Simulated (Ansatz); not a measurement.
**C4H7B: small, medium and large basis sets**

Aim: see how fast density functionals converge with the basis set for C4H7B.

Method: one geometry, several basis sets; program: Ansatz 0.2.0, Gaussian basis.

Plan: PBE0-D4/def2-SVP; ωB97M-V/def2-SVP; PBE0-D4/def2-QZVPP; ωB97M-V/def2-QZVPP; the functionals' def2-TZVPP values are taken from earlier runs.

### 1 The relaxed structure

All runs share one geometry, relaxed beforehand with PBE0-D4 in a triple-zeta def2 set.

SMILES `C=C1CB1C`, 12 atoms, charge 0, spin multiplicity 1.

Atoms are counted from 1 here; the program's logs count them from 0.

Bond lengths: C1–C2 1.324 Å, C1–H6 1.088 Å, C1–H7 1.086 Å, C2–C3 1.503 Å, C2–B4 1.496 Å, C3–B4 1.552 Å, C3–H8 1.091 Å, C3–H9 1.092 Å, B4–C5 1.541 Å, C5–H10 1.099 Å, C5–H11 1.093 Å, C5–H12 1.091 Å. Angles: C2–C1–H6 122.3°, C2–C1–H7 121.1°, H6–C1–H7 116.6°, C1–C2–C3 140.7°, C1–C2–B4 156.9°, C3–C2–B4 62.3°, C2–C3–B4 58.6°, C2–C3–H8 118.1°, C2–C3–H9 118.0°, B4–C3–H8 120.4°, B4–C3–H9 120.3°, H8–C3–H9 111.8°, C2–B4–C3 59.1°, C2–B4–C5 153.1°, C3–B4–C5 147.8°, B4–C5–H10 106.7°, B4–C5–H11 112.4°, B4–C5–H12 114.5° and more.

### 2 PBE0-D4 in def2-SVP

Input file in.yaml:

```yaml
crystal:
  periodic: [false, false, false]
  atoms:
    - {symbol: C, position_ang: [-1.609803, 1.251960, 0.871050]}
    - {symbol: C, position_ang: [-0.656208, 0.391343, 0.548186]}
    - {symbol: C, position_ang: [0.119345, -0.758460, 1.128672]}
    - {symbol: B, position_ang: [0.364808, -0.268035, -0.323598]}
    - {symbol: C, position_ang: [1.178075, -0.404095, -1.625898]}
    - {symbol: H, position_ang: [-2.085398, 1.252759, 1.849663]}
    - {symbol: H, position_ang: [-1.956148, 1.997406, 0.160542]}
    - {symbol: H, position_ang: [-0.411113, -1.694109, 1.314105]}
    - {symbol: H, position_ang: [0.846651, -0.542219, 1.913322]}
    - {symbol: H, position_ang: [2.153443, 0.067178, -1.439465]}
    - {symbol: H, position_ang: [1.396889, -1.445864, -1.874137]}
    - {symbol: H, position_ang: [0.736556, 0.097037, -2.488544]}
basis:
  gaussian: {orbitals: def2-SVP}
hamiltonian: {xc: pbe0, dispersion: d4}
output: {orbitals: {seedname: orbitals}}
```

Further steps of the session: ωB97M-V in def2-SVP; PBE0-D4 in def2-QZVPP; ωB97M-V in def2-QZVPP.

Before running them: what should the planned runs give, taken together? Wanted: PBE0-D4: double and triple zeta above quadruple; ωB97M-V: double and triple zeta above quadruple.

The runs gave:

| quantity | value |
| --- | --- |
| PBE0-D4: double and triple zeta above quadruple | 5.56, 0.28 eV |
| ωB97M-V: double and triple zeta above quadruple | 5.84, 0.26 eV |

In words: For PBE0-D4 the step from double to triple zeta gains 5.28 eV and the next only 0.28 eV. Total energies overstate the basis error of differences, where much of it tends to cancel.
